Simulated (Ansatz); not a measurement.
Crystal: LiOsN2.

```
CELL_PARAMETERS angstrom
-2.33053 2.33053 4.63228
2.33053 -2.33053 4.63228
2.33053 2.33053 -4.63228
ATOMIC_POSITIONS crystal
Os 0.00000 0.00000 0.00000
Os 0.75000 0.25000 0.50000
N 0.66987 0.62500 0.54487
N 0.08013 0.12500 0.45513
N 0.87500 0.33013 0.95513
N 0.37500 0.91987 0.04487
Li 0.50000 0.50000 0.00000
Li 0.25000 0.75000 0.50000
```

The cell comes from a database or a generator and needn't be the stable form of this composition.

* Program: Ansatz 0.2.0
* Task: single point
* Functional: PBE
* Potentials or basis: Ansatz PAW
* Cutoff: 420 eV (not typed: the program's choice for these potentials)
* k mesh: 8 × 8 × 8
* Occupations: fermi-dirac, width 0.05 eV
* Spin: no spin polarisation

On this cell: pressure -2.6 GPa; largest force 0.234 eV/Å; band gap on the k mesh none (metal or under the smearing width).

The same run follows on a disturbed copy (atoms moved at random, drawn with an rms of 0.05 Å):

```
Os N Li
1.0
    -2.33053    2.33053    4.63228
     2.33053   -2.33053    4.63228
     2.33053    2.33053   -4.63228
Os N Li
2 4 2
Direct
  0.00601 0.00582 0.00712
  0.74925 0.25072 0.50021
  0.66942 0.61591 0.53707
  0.07752 0.12129 0.45194
  0.88165 0.33116 0.95550
  0.38472 0.92470 0.05644
  0.48490 0.49892 0.98768
  0.24325 0.75372 0.49928
```

Task: What changes?

Result: The energy (extrapolated to zero smearing) moves by +6.7 meV/atom; pressure -1.4 GPa; largest force 1.033 eV/Å; band gap on the k mesh none (metal or under the smearing width).

Forces in eV/Å, atoms in the order of the input:
```
Os  -0.475 -0.360 -0.500
Os   0.121  0.305  0.392
N    0.742  0.321  0.643
N   -0.087 -0.119  0.145
N   -0.005  0.164 -0.287
N   -0.229 -0.577 -0.465
Li  -0.012  0.169  0.035
Li  -0.056  0.096  0.038
```

Stress tensor (GPa, compression positive):
```
-1.42 -0.07 -0.16
-0.07 -0.95 -0.35
-0.16 -0.35 -1.97
```
